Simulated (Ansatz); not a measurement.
# GaN₂ (sextet): wave-function methods side by side, cc-pVTZ

An exercise on one series of results from a longer session: the logs are not shown, and one member is left open.

Program: Ansatz 0.2.0, Gaussian basis. Level of theory: cc-pVTZ, core rule «outside noble gas», up to 16 orbitals frozen. These are calculated values, not measurements.

Plan: UHF; CCSD(T) on ROHF; CCSD(T) on UHF; BCCD(T) on ROHF; CCSDT(Q) on ROHF; CCSDT(Q) on UHF; CASSCF and NEVPT2, 13 electrons in 12 orbitals.

5 further runs of the same task are left out: 2 for a known fault of the program, 3 set aside as unsound or not needed.

## The geometry

The geometry is a PBE0/def2-TZVP stationary point (not a proven minimum) of the parent state, kept for this charge and spin. No spin-orbit coupling is included. The filled d shell of Ga may be among the frozen orbitals whatever the setting's name suggests; the logs give the count.

3 atoms, charge 0, spin multiplicity 6.

Atoms are counted from 1 here; the program's logs count them from 0.

Bond lengths: N1–Ga2 1.807 Å, Ga2–N3 1.807 Å. Angles: N1–Ga2–N3 180.0°.

The first run:

in.yaml

```yaml
crystal:
  periodic: [false, false, false]
  atoms:
    - {symbol: N, position_ang: [0.000000, 0.000000, 1.806600]}
    - {symbol: Ga, position_ang: [0.000000, 0.000000, 0.000000]}
    - {symbol: N, position_ang: [0.000000, 0.000000, -1.806600]}
basis:
  gaussian: {orbitals: cc-pVTZ}
magnetization: {spin_polarized: true, initial_magnetization: 5}
hamiltonian: {xc: hf}
output: {orbitals: {seedname: orbitals}}
```

Launch:

```bash
> ansatz run in.yaml --threads 1 --pin off --events-out ev --progress --plain --max-ram 4096MiB --backend cpu
```

Steps of the session up to this table: UHF; CCSD(T) on ROHF; CCSD(T) on UHF; BCCD(T) on ROHF; CCSDT(Q) on ROHF; CCSDT(Q) on UHF; CASSCF and NEVPT2, 13 electrons in 12 orbitals.

One table of the session follows, with a row left open; its other results are not shown here.

```
        method  from UCCSDT(Q) (meV)
          ROHF              +10137.7
           UHF               +9714.7
          RMP2                     ?
          UMP2               +1457.1
         RCCSD                +441.0
         UCCSD                +423.3
      RCCSD(T)                 +70.4
      UCCSD(T)                 +68.3
       BCCD(T)                 +74.1
        RCCSDT                 +26.5
        UCCSDT                 +20.1
     RCCSDT(Q)                  +7.5
     UCCSDT(Q)                     0
CASSCF valence               +8595.5
NEVPT2 valence               +1448.3
```

Estimate the missing values for RMP2.

The run gave: from UCCSDT(Q) (meV): +1372.3. In the column «from UCCSDT(Q) (meV)» it lies between RCCSD (+441.0) and NEVPT2 valence (+1448.3).

Limits of these values: Restricted and unrestricted rows rest on different reference determinants; where their highest levels disagree by more than a few hundredths of an eV, they describe different states and don't form one ladder.
